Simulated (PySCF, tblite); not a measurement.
**C₆H₁₄GeN₂: geometry, infrared bands and NMR shifts**

Wanted: the infrared bands and NMR shifts of C₆H₁₄GeN₂ (`C/C(=N/[N](C)[GeH3])C1CC1`), by calculation.

The runs use tblite 0.8.0 and PySCF 2.14.0, with density-fitted response routines of our own; the level of theory stands in each step. All values are computed, except where a source is named. Atoms count from 0, in the outputs and in this text.

## 1. The molecule as given

23 atoms, charge 0, multiplicity 1; geometry from: force field or distance geometry start.

Bonds of the start (Å): C0–C1 1.48, C1–N2 1.30, N2–N3 1.41, N3–C4 1.42, N3–Ge5 1.89, C1–C6 1.48, C6–C7 1.50, C7–C8 1.51, C8–C6 1.51, C0–H9 1.12, C0–H10 1.11, C0–H11 1.11, C4–H12 1.10, C4–H13 1.13, C4–H14 1.13, Ge5–H15 1.52, Ge5–H16 1.56, Ge5–H17 1.56, C6–H18 1.10, C7–H19 1.11, C7–H20 1.11, C8–H21 1.11, C8–H22 1.11.

## 2. Geometry optimisation with GFN2-xTB

What the job is given:

```
{"job": {"kind": "relax", "xc": "GFN2-xTB", "basis": "xTB"}, "charge": 0, "multiplicity": 1}
C     -1.461100    -1.807200     0.634400
C     -0.504800    -0.764500     0.198400
N      0.740600    -0.949600     0.530300
N      1.680500     0.017100     0.133800
C      1.553000     1.414100     0.339700
Ge     3.224100    -0.690800    -0.690600
C     -0.978700     0.411900    -0.560000
C     -1.993100     1.336400     0.051200
C     -2.439700     0.279300    -0.928500
H     -1.009000    -2.579700     1.306800
H     -1.883600    -2.361500    -0.234800
H     -2.327300    -1.401800     1.201900
H      0.718300     1.750400     0.967400
H      1.621000     1.911800    -0.669300
H      2.487700     1.766900     0.862600
H      3.213400    -0.502400    -2.196000
H      4.470300     0.022800    -0.082200
H      3.385300    -2.217400    -0.386600
H     -0.378800     0.800700    -1.393100
H     -2.340900     1.170500     1.090100
H     -2.038900     2.382600    -0.324800
H     -3.024800    -0.575100    -0.529700
H     -2.718100     0.612700    -1.951600
```

Command:

```bash
$ OMP_NUM_THREADS=1 python probes_run.py task.json out
```

This one command runs all jobs of the session in turn.

**Question.** This job is followed by: GFN2-xTB harmonic vibrations, gas phase; GIAO PBE0/pcSseg-1 NMR shielding, non-relativistic, gas phase. What will the session give for the following? strongest single infrared mode (GFN2-xTB); zero-point energy (GFN2-xTB); ¹³C shifts against TMS (PBE0/pcSseg-1, means over atoms taken as alike); ¹H shifts against TMS (PBE0/pcSseg-1, means over atoms taken as alike); ¹⁵N shifts against NH3 (PBE0/pcSseg-1); ⁷³Ge shifts against GeMe4 (PBE0/pcSseg-1); surface potential, 1st and 99th percentile.

As calculated:

| quantity | value |
| --- | --- |
| strongest single infrared mode (GFN2-xTB) | 1998 cm⁻¹, 488 km/mol |
| zero-point energy (GFN2-xTB) | 115.6 kcal/mol |
| ¹³C shifts against TMS (PBE0/pcSseg-1, means over atoms taken as alike) | 136.3, 39.9, 26.5, 14.4, 8.7 ppm |
| ¹H shifts against TMS (PBE0/pcSseg-1, means over atoms taken as alike) | 4.69, 3.48, 2.14, 1.71, 0.64, 0.60 ppm |
| ¹⁵N shifts against NH3 (PBE0/pcSseg-1) | 374.0, 116.2 ppm |
| ⁷³Ge shifts against GeMe4 (PBE0/pcSseg-1) | -115 ppm |
| surface potential, 1st and 99th percentile | -1.27 V and 0.87 V |

In words: Over 117 steps the energy fell by 0.910 eV; of the close pairs, Ge5–H17 changed most, 1.565 to 1.487 Å. All 63 modes are real, so the xTB geometry is a minimum. The strongest single mode, at 1998 cm⁻¹, moves mainly H16 and H15. Unscaled tight-binding wavenumbers are off by several per cent, some by more. Its intensities can rank the bands wrongly. At PBE0/pcSseg-1: Shielding is most anisotropic at N2 (span 535 ppm, paramagnetic term -434 ppm). Spin-orbit coupling is left out, which matters for shieldings and couplings at and beside the heavy atoms.
